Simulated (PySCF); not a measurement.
# RuSBr: relaxation and vibrations of the sextet

Aim: relax RuSBr as a sextet from a bent start, check by its vibrations whether the end is a minimum, and collect its spectrum and constants.

Program: PySCF 2.14.0. Level of theory: PBE, basis Ru def2-SVP with ECP28, S def2-SVP, Br def2-SVP, scalar-relativistic core potentials, no spin–orbit coupling, density fitting. These are calculated values, not measurements.

## 1. The starting structure

3 atoms, charge 0, spin multiplicity 6.

Bond lengths: Ru1–S2 2.080 Å, Ru1–Br3 2.390 Å. Angles: S2–Ru1–Br3 110.0°.

Z-matrix (Å, degrees; charge 0 multiplicity 6):
```
Ru
S  1 2.0799
Br 1 2.3900 2 110.00
```

## 2. First SCF at the start

The steps below are one call of a driver around PySCF. For each, scf.py gives the equivalent set-up of the SCF; relaxations use the driver's own optimiser. After this first run the driver tries any further starts and a stability analysis.

Input file scf.py:

```python
from pyscf import gto, scf, dft
mol = gto.M(atom='''
Ru     0.000000     0.000000     0.000000
S     -1.703800     0.000000     1.193000
Br     1.957800     0.000000     1.370800''',
    basis={'Ru': 'def2-SVP', 'S': 'def2-SVP', 'Br': 'def2-SVP'},
    ecp={'Ru': 'def2-SVP'},
    charge=0, spin=5)
mf = dft.UKS(mol, xc='PBE')
mf.grids.atom_grid = (50, 194)
aux = {'Ru': 'def2-universal-JKFIT', 'S': 'def2-universal-JKFIT', 'Br': 'def2-universal-JKFIT'}
mf = mf.density_fit(auxbasis=aux)
mf.conv_tol = 1e-08
mf.diis_space = 10
mf.max_cycle = 60
mf.init_guess = 'minao'
mf.verbose = 4
mf.kernel()
```

Launch:

```bash
$ OMP_NUM_THREADS=2 python axn.py task.json out
```

Log:

```text
init E= -3056.25996909345
[... the frontier-level lines of each cycle are left out ...]
cycle= 1 E= -3064.54168853861  delta_E= -8.28  |g|= 1.62  |ddm|= 2.47
cycle= 2 E= -3053.16818925605  delta_E= 11.4  |g|= 3.52  |ddm|= 7.86
cycle= 3 E= -3066.14698626232  delta_E=  -13  |g|= 0.419  |ddm|= 7.44
cycle= 4 E= -3065.9410489306  delta_E= 0.206  |g|= 0.666  |ddm|=  1.3
cycle= 5 E= -3066.24494992587  delta_E= -0.304  |g|= 0.194  |ddm|= 0.955
cycle= 6 E= -3066.2593378787  delta_E= -0.0144  |g|= 0.141  |ddm|= 0.197
cycle= 7 E= -3066.26961888428  delta_E= -0.0103  |g|= 0.0291  |ddm|= 0.135
cycle= 8 E= -3066.27001941558  delta_E= -0.000401  |g|= 0.0132  |ddm|= 0.0472
cycle= 9 E= -3066.27008486694  delta_E= -6.55e-05  |g|= 0.00467  |ddm|= 0.0189
cycle= 10 E= -3066.2700979959  delta_E= -1.31e-05  |g|= 0.000685  |ddm|= 0.00621
cycle= 11 E= -3066.27009825076  delta_E= -2.55e-07  |g|= 0.000469  |ddm|= 0.00126
cycle= 12 E= -3066.27009835617  delta_E= -1.05e-07  |g|= 0.00014  |ddm|= 0.000342
cycle= 13 E= -3066.27009836752  delta_E= -1.13e-08  |g|= 1.35e-05  |ddm|= 0.000153
cycle= 14 E= -3066.27009836764  delta_E= -1.22e-10  |g|= 8.34e-06  |ddm|= 2.99e-05
Extra cycle  E= -3066.27009836638  delta_E= 1.26e-09  |g|= 4.83e-05  |ddm|= 5.52e-05
converged SCF energy = -3066.27009836638  <S^2> = 8.7560466  2S+1 = 6.0020152
```

This step, with its further starts and checks, took 10 s on 2 threads of AMD EPYC 9R05 (Zen 5), shared host.

Energies from each starting density:

| start | energy (Eh) |
| --- | --- |
| the minimal-basis guess | -3066.270098 |
| a thermally smeared density | -3066.270098 |
| a smeared PBE density | -3066.270098 |

No lower solution of this spin turned up from the other starts or in the test of internal stability.

## 3. Bent start, sextet: relaxation

The program finds Cs symmetry in the start, which this walk keeps.

scf.py, as its differences from that of step 2:

```diff
@@ -3,3 +3,3 @@
-Ru     0.000000     0.000000     0.000000
-S     -1.703800     0.000000     1.193000
-Br     1.957800     0.000000     1.370800''',
+Ru    -0.470088     0.000000    -0.687629
+S     -2.173888     0.000000     0.505371
+Br     1.487712     0.000000     0.683171''',
@@ -16 +15,0 @@
-mf.init_guess = 'minao'
```

Steps of the walk:

| step | energy (Eh) | change (kJ/mol) | largest symmetric gradient (Eh/bohr) |
| --- | --- | --- | --- |
| 0 | -3066.270098 | 0.00 | 0.03381 |
| 1 | -3066.274522 | -11.61 | 0.00914 |
| 2 | -3066.276674 | -17.26 | 0.00977 |
| 3 | -3066.277690 | -19.93 | 0.01013 |
| 4 | -3066.278483 | -22.01 | 0.00731 |
| 5 | -3066.278929 | -23.19 | 0.00250 |
| 6 | -3066.278978 | -23.31 | 0.00073 |
| 7 | -3066.278979 | -23.32 | 0.00024 |

The walk took 9.6 s.

End point (Cs, 7 steps, 23.3 kJ/mol gained): Ru–Br 2.429 Å, Ru–S 2.159 Å; Br–Ru–S 135.2°.

## 4. Is it a minimum? Harmonic modes

The point is checked on the finer grid, and tightened if its gradient asks for it. The Hessian and the dipole derivatives come from central differences of analytic gradients, with steps of 0.02 bohr.

scf.py, as its differences from that of step 3:

```diff
@@ -3,3 +3,3 @@
-Ru    -0.470088     0.000000    -0.687629
-S     -2.173888     0.000000     0.505371
-Br     1.487712     0.000000     0.683171''',
+Ru    -0.520806     0.000000    -0.479835
+S     -2.536812     0.000000     0.294163
+Br     1.700483     0.000000     0.500149''',
@@ -10 +10 @@
-mf.grids.atom_grid = (50, 194)
+mf.grids.atom_grid = (75, 302)
@@ -13 +13 @@
-mf.conv_tol = 1e-08
+mf.conv_tol = 1e-10
```

The driver hands on the density of the step before, so the log starts near convergence.

SCF at the final geometry:

```text
init E= -3066.27893765618
[... the frontier-level lines of each cycle are left out ...]
cycle= 1 E= -3066.27893765507  delta_E= 1.11e-09  |g|= 4.36e-05  |ddm|= 5.48e-05
cycle= 2 E= -3066.27893760314  delta_E= 5.19e-08  |g|= 0.000304  |ddm|= 0.000343
cycle= 3 E= -3066.27893765564  delta_E= -5.25e-08  |g|= 2.56e-05  |ddm|= 0.000298
cycle= 4 E= -3066.2789376562  delta_E= -5.62e-10  |g|= 3.48e-07  |ddm|= 3.82e-05
cycle= 5 E= -3066.2789376562  delta_E=    0  |g|= 1.19e-08  |ddm|= 5.1e-07
Extra cycle  E= -3066.27893765621  delta_E= -8.64e-12  |g|= 1.38e-08  |ddm|= 3.94e-08
converged SCF energy = -3066.27893765621  <S^2> = 8.7561271  2S+1 = 6.002042
```

The whole step took 25 s.

Geometry: Cs; Ru–Br 2.428 Å, Ru–S 2.159 Å; Br–Ru–S 135.2°.

Harmonic modes (main isotopes):

| symmetry | ω (cm⁻¹) | IR (km/mol) | μ (u) |
| --- | --- | --- | --- |
| a' | 72 | 1.1 | 47.92 |
| a' | 252 | 14.8 | 79.39 |
| a' | 460 | 11.8 | 38.70 |

All wavenumbers are real: a minimum.

Constants and moments:

```
Dipole moment                                                   : 1.77 D
Highest occupied level                                          : -5.50 eV
Lowest empty level                                              : -5.63 eV
Rotational constants                                            : 0.483, 0.03566, 0.03321 cm⁻¹
Zero-point energy                                               : 4.7 kJ/mol
Principal polarisabilities                                      : 43.0, 53.8, 124.4 bohr³
Atomisation energy without zero-point energy                    : 730 kJ/mol
Principal traceless quadrupole moments about the centre of mass : -6.94, 3.43, 3.50 D Å
Entropy at 298.15 K and 1 bar (electronic part: spin only)      : 333.0 J/(mol K)
Heat capacity Cp at 298.15 K                                    : 54.5 J/(mol K)
Enthalpy at 298.15 K above 0 K                                  : 13.93 kJ/mol
Rotational symmetry number                                      : 1
Spin squared ⟨S²⟩                                               : 8.756
```

Charges (e) and bond orders:

```csv
atom,Mulliken,Löwdin,polar tensor,spin (Mulliken),Mayer order to Ru1
Ru1,0.27,-0.36,0.65,3.52,–
S2,-0.10,0.23,-0.26,1.13,2.08
Br3,-0.17,0.12,-0.39,0.35,1.26
```

Mulliken populations on Ru1 (outside its core potential): s 2.61, p 6.46, d 6.66, f 0.00.

## 5. Summary of results

| quantity | value |
| --- | --- |
| minimum | sextet, Cs |
| geometry | Ru–Br 2.428 Å, Ru–S 2.159 Å; Br–Ru–S 135.2° |
| wavenumbers (cm⁻¹) | 72 (a'), 252 (a'), 460 (a') |
| dipole moment | 1.77 D |
| highest occupied, lowest empty level (either spin) | -5.50, -5.63 eV |
| polar-tensor charge of Ru1 | +0.65 e |
| zero-point energy | 4.7 kJ/mol |
| entropy at 298.15 K | 333.0 J/(mol K) |
| atomisation energy (no zero-point energy) | 730 kJ/mol |
| ⟨S²⟩ | 8.756 |

In words: The bent start keeps its Cs symmetry and ends in a minimum. An empty level of one spin lies below a filled level of the other, which hints that a lower spin is more stable. The strongest infrared band lies at 252 cm⁻¹ (a', stretch). Most of the spin sits on Ru1 (Mulliken spin 3.52, against 5 for the whole molecule). Only this shape and spin were tried, so other structures or states may lie lower. Open d and f shells are described by one determinant, and the ground state may have another occupation or spin.

The search up to here took 44 s.
